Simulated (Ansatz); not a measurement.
Working through harmonic frequencies at the relaxed geometry of CH₄FNOSi, SMILES N=C(O)[SiH2]F

With the Ansatz DFT code, driven from Python.

Run as a notebook:

In [1]:
```python
import itertools

import ansatz
from ase.data import atomic_numbers, covalent_radii
import numpy as np
```

In [2]:
```python
molecule = (
    ansatz.Crystal.molecule()
    .atom('N', (1.112, 1.1229, -0.552))
    .atom('C', (0.6606, 0.0627, -0.026))
    .atom('O', (1.6228, -0.7431, 0.3837))
    .atom('Si', (-1.0759, -0.4268, 0.1832))
    .atom('F', (-2.053, 0.7407, -0.4379))
    .atom('H', (0.2567, 1.7522, -0.8641))
    .atom('H', (2.5188, -0.288, 0.1934))
    .atom('H', (-1.4369, -1.6718, -0.558))
    .atom('H', (-1.5166, -0.5951, 1.6605))
)
```

In [3]:
```python
calc = molecule.calculation()
calc = calc.basis(gaussian='def2-SVP')
calc = calc.functional('r2SCAN')
symbols = [site.symbol for site in molecule.cartesian_sites]
start = np.array([site.position_ang for site in molecule.cartesian_sites], dtype=float)
report = calc.relax(force_tolerance=0.003).run(threads=1).report
end = np.array(report['positions_ang'])

# pairs closer than 1.2 times the sum of covalent radii, before or after
radius = [covalent_radii[atomic_numbers[s]] for s in symbols]
span = lambda where, i, j: np.linalg.norm(where[i] - where[j])
bonded = [(i, j) for i, j in itertools.combinations(range(len(symbols)), 2) if min(span(start, i, j), span(end, i, j)) < 1.2 * (radius[i] + radius[j])]
print('pair        before    after (A)')
for i, j in bonded:
    print(f'{symbols[i]}{i}-{symbols[j]}{j}'.ljust(10), f'{span(start, i, j):8.4f} {span(end, i, j):8.4f}')
```
```text
pair        before    after (A)
N0-C1        1.2667   1.2729
N0-H5        1.1068   1.0247
C1-O2        1.3202   1.3499
C1-Si3       1.8163   1.8961
O2-H6        1.0228   0.9768
Si3-F4       1.6442   1.6304
Si3-H7       1.4932   1.4856
Si3-H8       1.5508   1.4856
```

In [4]:
```python
# same settings at the minimum
minimum = ansatz.Crystal.molecule()
for symbol, place in zip(symbols, end):
    minimum = minimum.atom(symbol, place.tolist())
vibrating = (
    minimum.calculation()
    .basis(gaussian='def2-SVP')
    .functional('r2SCAN')
    .phonons(temperatures=(200, 600, 100))
)
vib = vibrating.run(threads=1).report['vibrations']
sums = vib['harmonic_sums']
modes = [m['omega_inv_cm'] for m in sums['modes_at_gamma'] if m['rigid_motion'] == 'no']
print('frequencies (1/cm):', ' '.join(f'{w:.0f}' for w in modes))
print('imaginary modes:', sum(w < 0 for w in modes), ' zero-point energy:', round(sums['zero_point_energy_ev'], 4), 'eV')
print('T (K)   F_vib (eV)   S_vib (meV/K)   C_vib (meV/K)')
for row in zip(sums['temperatures_k'], sums['vibrational_free_energy_ev'], vib['entropy_ev_per_k'], vib['heat_capacity_ev_per_k']):
    print(f'{row[0]:6.1f} {row[1]:11.4f} {1000 * row[2]:13.4f} {1000 * row[3]:15.4f}')
```
```text
frequencies (1/cm): 80 149 321 338 447 620 686 703 726 847 878 910 963 1096 1225 1396 1709 2262 2273 3504 3672
imaginary modes: 0  zero-point energy: 1.5376 eV
T (K)   F_vib (eV)   S_vib (meV/K)   C_vib (meV/K)
 200.0      1.5114        0.3132          0.4001
 300.0      1.4699        0.5206          0.6353
 400.0      1.4072        0.7315          0.8331
 500.0      1.3238        0.9347          0.9871
 600.0      1.2207        1.1257          1.1071
```

The frequencies are harmonic and unscaled, in a modest basis. Run time: 2.8 min on 1 thread of AMD EPYC 7B13 (Zen 3) (shared host), peak memory 0.27 GiB.
